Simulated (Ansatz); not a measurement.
**C₃H₁₁GaO: a ladder of functionals and wavefunction methods**

The task here is to estimate one member of a computed series from the others.

Method: functionals in def2-TZVPP, the program's frozen cores in correlated methods; program: Ansatz 0.2.0, Gaussian basis.

The runs, in order: LDA (SPW92), PBE-D4, revPBE-D4, BLYP-D4, r2SCAN-D4, B97M-V, PBE0-D4, B3LYP-D4, r2SCANh-D4, r2SCAN0-D4, HSE06-D4, BHLYP-D4, CAM-B3LYP-D4, LC-ωPBE, ωB97X-V, ωB97M-V, B2PLYP, PBE-QIDH; CCSD(T)/def2-SVP; MP2/def2-TZVPP; MP2/def2-QZVPP; RPA on PBE.

## Structure used throughout

An earlier PBE0-D4 in a triple-zeta def2 set relaxation fixed the geometry.

SMILES `[CH3][Ga-]([CH3])([CH3])[OH2+]`, 16 atoms, charge 0, spin multiplicity 1.

Atoms are counted from 1 here; the program's logs count them from 0.

Bond lengths: C1–Ga2 1.992 Å, C1–H6 1.094 Å, C1–H7 1.094 Å, C1–H8 1.094 Å, Ga2–C3 1.992 Å, Ga2–C4 1.980 Å, Ga2–O5 2.249 Å, C3–H9 1.094 Å, C3–H10 1.094 Å, C3–H11 1.094 Å, C4–H12 1.093 Å, C4–H13 1.094 Å, C4–H14 1.093 Å, O5–H15 0.963 Å, O5–H16 0.963 Å. Angles: Ga2–C1–H6 112.6°, Ga2–C1–H7 110.1°, Ga2–C1–H8 112.1°, H6–C1–H7 106.7°, H6–C1–H8 108.5°, H7–C1–H8 106.6°, C1–Ga2–C3 118.2°, C1–Ga2–C4 119.2°, C1–Ga2–O5 94.2°, C3–Ga2–C4 119.3°, C3–Ga2–O5 94.2°, C4–Ga2–O5 99.6°, Ga2–C3–H9 112.1°, Ga2–C3–H10 112.6°, Ga2–C3–H11 110.1°, H9–C3–H10 108.5°, H9–C3–H11 106.6°, H10–C3–H11 106.7° and more.

Set-up of the first run:

File in.yaml:

```yaml
crystal:
  periodic: [false, false, false]
  atoms:
    - {symbol: C, position_ang: [-0.648964, 0.727060, -1.730449]}
    - {symbol: Ga, position_ang: [0.152072, -0.182718, -0.149843]}
    - {symbol: C, position_ang: [1.729467, 0.662334, 0.724883]}
    - {symbol: C, position_ang: [-0.195753, -2.110563, 0.135382]}
    - {symbol: O, position_ang: [-1.326482, 0.685927, 1.305787]}
    - {symbol: H, position_ang: [-0.606152, 1.817733, -1.653471]}
    - {symbol: H, position_ang: [-0.102700, 0.453659, -2.638384]}
    - {symbol: H, position_ang: [-1.690068, 0.430994, -1.891877]}
    - {symbol: H, position_ang: [1.849018, 0.335001, 1.762256]}
    - {symbol: H, position_ang: [1.683039, 1.755460, 0.708847]}
    - {symbol: H, position_ang: [2.647017, 0.378330, 0.200539]}
    - {symbol: H, position_ang: [0.010596, -2.409017, 1.165979]}
    - {symbol: H, position_ang: [0.445506, -2.713825, -0.514525]}
    - {symbol: H, position_ang: [-1.231498, -2.370781, -0.095649]}
    - {symbol: H, position_ang: [-0.830807, 1.248974, 1.909283]}
    - {symbol: H, position_ang: [-1.907091, 1.268736, 0.805642]}
basis:
  gaussian: {orbitals: def2-TZVPP}
hamiltonian: {xc: lda}
output: {orbitals: {seedname: orbitals}}
```

Run with:

```console
> ansatz run in.yaml --threads 4 --pin off --events-out ev --progress --plain --max-ram 11315MiB
```

Among the steps run: LDA; PBE-D4 (GGA); revPBE-D4 (GGA); BLYP-D4 (GGA); r2SCAN-D4 (meta-GGA); B97M-V (meta-GGA); PBE0-D4 (hybrid); B3LYP-D4 (hybrid); r2SCANh-D4 (hybrid); r2SCAN0-D4 (hybrid); HSE06-D4 (hybrid); BHLYP-D4 (hybrid); CAM-B3LYP-D4 (range-separated); LC-ωPBE (range-separated); ωB97X-V (range-separated); ωB97M-V (range-separated); B2PLYP (double hybrid); PBE-QIDH (double hybrid).

One table of the session follows, with a row left open; its other results are not shown here.

It belongs to the step «Frontier levels by functional». 

| functional | HOMO (eV) | gap (eV) |
| --- | --- | --- |
| LDA (SPW92) | -5.86 | 4.70 |
| PBE-D4 | -5.70 | 4.69 |
| revPBE-D4 | -5.64 | 4.73 |
| BLYP-D4 | -5.57 | 4.50 |
| r2SCAN-D4 | -5.95 | 5.61 |
| B97M-V | -6.01 | 5.22 |
| PBE0-D4 | -6.93 | 6.80 |
| B3LYP-D4 | -6.71 | 6.18 |
| r2SCANh-D4 | ? | ? |
| r2SCAN0-D4 | -7.10 | 7.40 |
| HSE06-D4 | -6.53 | 6.03 |
| BHLYP-D4 | -8.06 | 8.54 |
| CAM-B3LYP-D4 | -8.28 | 8.90 |
| LC-ωPBE | -9.65 | 11.66 |
| ωB97X-V | -9.28 | 11.05 |
| ωB97M-V | -9.16 | 10.49 |

Q: Estimate the row for r2SCANh-D4 from the others.

Worked estimate for «HOMO (eV)». Against the share of exact exchange, r2SCAN-D4 (0, -5.95), r2SCAN0-D4 (0.25, -7.10) give a slope of -4.60 per unit share; at 0.1 the line stands at -6.41.

**Answer.** HOMO (eV): -6.40; gap (eV): 6.33. In «HOMO (eV)» the line misses by -0.01.
